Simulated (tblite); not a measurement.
# C4H8O2Si2: the cost of one run

Computed with tblite 0.8.0 and PySCF 2.14.0, with density-fitted response routines of our own, on a single molecule in the gas phase. Atoms are numbered from 0 throughout.

**1. Starting geometry**

16 atoms, charge 0, multiplicity 1; geometry from: force field or distance geometry start.

Bonds of the start (Å): C0–C1 1.20, C1–C2 1.48, C2–Si3 1.87, Si3–Si4 2.29, C2–C5 1.53, C5–O6 1.22, C5–O7 1.34, C0–H8 1.07, C2–H9 1.11, Si3–H10 1.50, Si3–H11 1.49, Si4–H12 1.49, Si4–H13 1.49, Si4–H14 1.50, O7–H15 0.97.

**2. Optimising the geometry with GFN2-xTB**

The job: settings as JSON, then the geometry in Å.

```
{"job": {"kind": "relax", "xc": "GFN2-xTB", "basis": "xTB"}, "charge": 0, "multiplicity": 1}
C     -0.787900     1.143700     2.398500
C     -0.838800     0.413100     1.442100
C     -0.880800    -0.507600     0.288400
Si     0.761700    -1.328100    -0.064000
Si     2.348000     0.241300    -0.583000
C     -1.493500     0.199800    -0.919700
O     -0.945300     0.461700    -1.982600
O     -2.775100     0.550600    -0.724300
H     -0.762000     1.798800     3.241100
H     -1.582500    -1.327300     0.527400
H      1.193800    -2.100200     1.149900
H      0.614100    -2.349200    -1.140900
H      2.463600     1.251400     0.508400
H      3.682600    -0.407600    -0.753900
H      2.034200     0.965300    -1.853500
H     -3.039500     1.003400    -1.545400
```

Started as:

```sh
OMP_NUM_THREADS=1 python probes_run.py task.json out
```

The driver reads the jobs from task.json and runs them one after another.

Q: Estimate the wall time of this first job on 1 thread of Arm Neoverse N1, shared host.

About 1.8 s.
